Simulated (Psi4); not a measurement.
# InNH2Cl (SMILES [NH2][In][Cl]): USVWN5/def2-SVP (core potential)

Aim: the energy change on altering one bond length of InNH2Cl at USVWN5/def2-SVP (core potential), from 2 runs. The job is set up through a Python script.

The results are computed with Psi4 1.11.

5 further runs of the same task are left out: 5 that didn't finish.

## Step 1: Starting point

InNH2Cl has 5 atoms, charge 0, and is taken as a doublet. As SMILES, `[NH2][In][Cl]`. Geometry: relaxed at PBE0-D4/def2-TZVP. This is one conformer, not always the lowest.

Bond lengths: N1–In2 2.072 Å, In2–Cl3 2.369 Å, N1–H4 1.015 Å, N1–H5 1.017 Å. Angles: N1–In2–Cl3 113.1°, In2–N1–H4 113.0°, In2–N1–H5 110.3°, H4–N1–H5 107.4°.

## Step 2: The energy at USVWN5/def2-SVP (core potential)

The input, calc.py:

```python
import psi4

psi4.set_memory(2200000000)
psi4.set_num_threads(1)
psi4.set_output_file('run.log', False)

molecule = psi4.geometry("""
0 2
N
In 1 2.072358
Cl 2 2.369007 1 113.1207
H 1 1.014642 2 113.009 3 -164.07964
H 1 1.017033 4 107.38364 2 -121.86895
symmetry c1
""")

psi4.set_options({
    'basis': 'def2-SVP',
    'reference': 'uks',
    'puream': True,
    'e_convergence': 1e-09,
    'd_convergence': 1e-08,
    'scf_type': 'pk',
    'dft_radial_points': 99,
    'dft_spherical_points': 590,
    'maxiter': 100,
})

e, wfn = psi4.energy('scf', dft_functional={"name": "SVWN5", "x_functionals": {"LDA_X": {}}, "c_functionals": {"LDA_C_VWN": {}}}, return_wfn=True)
psi4.oeprop(wfn, 'DIPOLE', 'WIBERG_LOWDIN_INDICES', 'MAYER_INDICES')
print(f'total energy {e:.8f} hartree = {e * 27.211386:.5f} eV')
```

The run is started by

```sh
$ python calc.py
```

run.log:

```text
[...]
    !!!  WARNING: ECP capability is in beta. Please check occupations closely.  !!!
[...]
  Running in c1 symmetry.
[...]
  Nuclear repulsion =  154.716506523154180
[...]
  Multiplicity = 2
[...]
  Nalpha       = 24
  Nbeta        = 23
[...]
    Number of basis functions: 68
[...]
   @UKS iter   1:  -703.40011340775470   -6.33968e-01   1.46704e-02 ADIIS/DIIS
[...]
   @UKS iter  14:  -703.87564366385050   -1.13687e-12   2.42424e-09 DIIS
[...]
   @S^2 Observed:                7.516697184E-01
[...]
    Orbital Energies [Eh]
    ---------------------
    Alpha Occupied:
       1A   -100.240668     2A    -13.868630     3A     -9.102678
       4A     -6.966718     5A     -6.960033     6A     -6.959631
       7A     -4.473212     8A     -2.920169     9A     -2.916449
      10A     -2.913483    11A     -0.767873    12A     -0.727660
      13A     -0.693992    14A     -0.692564    15A     -0.692173
      16A     -0.683389    17A     -0.667830    18A     -0.434632
      19A     -0.392269    20A     -0.310635    21A     -0.265679
      22A     -0.261138    23A     -0.244434    24A     -0.194597
    Alpha Virtual:
      25A     -0.079430    26A     -0.017628    27A     -0.009677
[...]
  @UKS Final Energy:  -703.87564366385050
   => Energetics <=
    Nuclear Repulsion Energy =            154.7165065231541803
    One-Electron Energy =               -1354.4967245678717518
    Two-Electron Energy =                 546.2282012956247854
    DFT Exchange-Correlation Energy =     -50.3236269147578810
    Empirical Dispersion Energy =           0.0000000000000000
    VV10 Nonlocal Energy =                  0.0000000000000000
    Total Energy =                       -703.8756436638504965
[...]
 Multipole Moments:
 ------------------------------------------------------------------------------------
     Multipole            Electronic (a.u.)      Nuclear  (a.u.)        Total (a.u.)
 ------------------------------------------------------------------------------------
 L = 1.  Multiply by 2.5417464519 to convert [e a0] to [Debye]
 Dipole X            :         -0.8047046            1.2383142            0.4336096
 Dipole Y            :         29.8720033          -28.9179590            0.9540443
 Dipole Z            :          5.3922369           -6.0162438           -0.6240069
 Magnitude           :                                                    1.2196731
[...]
```

Standard output:

```text
total energy -703.87564366 hartree = -19153.43184 eV
```

Wall time 23 s (1 thread of Intel Xeon at 2.50GHz (Skylake/Cascade Lake), shared host); peak memory 0.37 GiB.

## Step 3: The distorted shape at the same level

The input, clh2inn.xyz:

```xyz
5
ClH2InN
N     -1.044142     1.305446    -1.079895
In    -1.313142    -0.720954    -0.739295
Cl     1.391500    -2.211500     1.018700
H     -1.901242     1.780646    -1.342695
H     -0.689242     1.760046    -0.242195
```

The input, job.py:

```python
import psi4

psi4.set_memory('2200 MB')
psi4.set_num_threads(1)
psi4.core.set_output_file('psi4.out', False)

with open('clh2inn.xyz') as f:
    atoms = ''.join(f.readlines()[2:])
m = psi4.geometry('0 2\n' + atoms + 'symmetry c1')

psi4.set_options({
    'basis': 'def2-SVP',
    'reference': 'uks',
    'puream': True,
    'e_convergence': 1e-09,
    'd_convergence': 1e-06,
    'scf_type': 'pk',
    'dft_radial_points': 99,
    'dft_spherical_points': 590,
    'maxiter': 100,
    'soscf': True,
    'soscf_start_convergence': 0.001,
})

e_tot = psi4.energy("scf", dft_functional={"name": "SVWN5", "x_functionals": {"LDA_X": {}}, "c_functionals": {"LDA_C_VWN": {}}})
print('E =', round(e_tot, 9))
```

The run is started by

```sh
$ python job.py
```

psi4.out:

```text
[...]
    !!!  WARNING: ECP capability is in beta. Please check occupations closely.  !!!
[...]
  Running in c1 symmetry.
[...]
  Nuclear repulsion =  123.518662029254287
[...]
  Multiplicity = 2
[...]
  Nalpha       = 24
  Nbeta        = 23
[...]
    Number of basis functions: 68
[...]
   @UKS iter   1:  -703.28944384625197   -6.86489e-01   1.48418e-02 ADIIS/DIIS
[...]
   @UKS iter  25:  -703.81022198720643   -6.90420e-10   2.23479e-07 SOKS, nmicro=conv
[...]
   @S^2 Observed:                7.526999949E-01
[...]
    Orbital Energies [Eh]
    ---------------------
    Alpha Occupied:
       1A   -100.208148     2A    -13.880653     3A     -9.068474
       4A     -6.937159     5A     -6.924759     6A     -6.923752
       7A     -4.488457     8A     -2.934776     9A     -2.933585
      10A     -2.926834    11A     -0.781840    12A     -0.709166
      13A     -0.709121    14A     -0.705397    15A     -0.703947
      16A     -0.694761    17A     -0.653368    18A     -0.449174
      19A     -0.395666    20A     -0.275203    21A     -0.254064
      22A     -0.228357    23A     -0.218187    24A     -0.215133
    Alpha Virtual:
      25A     -0.100310    26A     -0.093667    27A     -0.027180
[...]
  @UKS Final Energy:  -703.81022198720643
   => Energetics <=
    Nuclear Repulsion Energy =            123.5186620292542869
    One-Electron Energy =               -1292.3405183775485057
    Two-Electron Energy =                 515.2630160417919569
    DFT Exchange-Correlation Energy =     -50.2513816807041849
    Empirical Dispersion Energy =           0.0000000000000000
    VV10 Nonlocal Energy =                  0.0000000000000000
    Total Energy =                       -703.8102219872064325
[...]
 Multipole Moments:
 ------------------------------------------------------------------------------------
     Multipole            Electronic (a.u.)      Nuclear  (a.u.)        Total (a.u.)
 ------------------------------------------------------------------------------------
 L = 1.  Multiply by 2.5417464519 to convert [e a0] to [Debye]
 Dipole X            :        -37.1847388           37.8409884            0.6562496
 Dipole Y            :          1.0832451           -1.6377902           -0.5545452
 Dipole Z            :        -20.3594180           21.4673951            1.1079771
 Magnitude           :                                                    1.4020689
[...]
```

The script printed:

```text
E = -703.810221987
```

It took 3.2 min on 1 thread of Intel Xeon at 2.50GHz (Skylake/Cascade Lake), shared host; peak memory 0.37 GiB.

## Step 4: Outcome

At USVWN5/def2-SVP (core potential):

| quantity | value |
| --- | --- |
| first shape: total energy | -703.87564 Eh |
| first shape: dipole moment | 3.10 D |
| first shape: HOMO energy (highest over α and β) | -5.30 eV |
| first shape: LUMO energy (lowest over α and β) | -4.62 eV |
| first shape: ⟨S²⟩ | 0.752 |
| distorted shape: total energy | -703.81022 Eh |
| distorted shape: dipole moment | 3.56 D |
| distorted shape: HOMO energy (highest over α and β) | -5.61 eV |
| distorted shape: LUMO energy (lowest over α and β) | -5.61 eV |
| distorted shape: ⟨S²⟩ | 0.753 |
| energy change with the In2–Cl3 bond stretched from 2.369 to 3.553 Å | 1.780 eV |

**Reading.** With the In2–Cl3 bond stretched from 2.369 to 3.553 Å the energy rises by 1.78 eV (172 kJ/mol). The first shape isn't relaxed at this level, so the change isn't measured from a minimum.
